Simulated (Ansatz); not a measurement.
# WC: the cost of one run

Program: Ansatz 0.2.0. Level of theory: DFT PBE, scalar-relativistic, plane waves, PAW. These are calculated values, not measurements.

1 further run of the same task is left out (set aside as unsound or not needed).

## Step 1: The starting structure

It takes space group P6_3mc (No. 186, hexagonal). The conventional cell has a = 3.095 Å, b = 3.095 Å, c = 15.187 Å, α = 90.00°, β = 90.00°, γ = 120.00°. Si (site symmetry 3m) is surrounded by 4 C at 1.89 to 1.90 Å. Si (site symmetry 3m) has 4 C at 1.90 Å as nearest neighbours. Around C (site symmetry 3m) lie 4 Si at 1.89 to 1.90 Å. C (site symmetry 3m) is surrounded by 4 Si at 1.90 Å.

Structure file:

```
Si C
1.0
     3.09500    0.00000    0.00000
    -1.54750    2.68035    0.00000
     0.00000    0.00000   15.18657
Si C
6 6
Direct
  0.33333 0.66667 0.83299
  0.66667 0.33333 0.33299
  0.66667 0.33333 0.66650
  0.33333 0.66667 0.16650
  0.00000 0.00000 0.49972
  0.00000 0.00000 0.99972
  0.00000 0.00000 0.87437
  0.00000 0.00000 0.37437
  0.33333 0.66667 0.70800
  0.66667 0.33333 0.20800
  0.66667 0.33333 0.54151
  0.33333 0.66667 0.04151
```

It goes back to an entry of the Materials Project.

This cell was relaxed beforehand with the same method: volume 10.50 Å³/atom, gap on the mesh 2.03 eV.

## Step 2: The film's bulk on the base's lattice

The (001) plane of WC is fitted to the (001) plane of SiC, a strain of +5.9 % along x and +5.9 % along y; the third vector and the atoms relax.

Contents of input.yaml:

```yaml
crystal:
  lattice:
    - [3.0950015819, 0.0, 0.0]
    - [-1.547500791, 2.6803499947, 0.0]
    - [0.0, 0.0, 2.6569444573]
  atoms:
    - { symbol: W, position: [0.0, 0.0, 0.0] }
    - { symbol: C, position: [0.3333333333, 0.6666666667, 0.5] }
basis:
  ecutwfc: 420
kpoints:
  mp_grid: { grid: [12, 12, 13] }
hamiltonian:
  xc: pbe
scf:
  occupations: { method: gaussian, width: 0.1 }
output:
  forces: true
  stress: true
  eigenvalues: true
  write_density: true
  write_potential: true
  elf: true
  volumetric_format: npy
relax:
  adjacent_minimum: "off"
  f_tol: 0.01
  max_steps: 50
  cell: { fix: [a, b, gamma], stress_tol: 0.1 }
```

On the command line:

```console
$ ansatz run input.yaml --threads 8 --pin off --max-ram 20480MiB --backend cpu --events-out ev --progress --plain --runs-dir out
```

**Question.** How long does this run take on 8 threads of Intel Xeon 6975P-C (Granite Rapids), shared host, and how much memory does it need?

About 2.9 s, with a peak of 0.48 GiB.
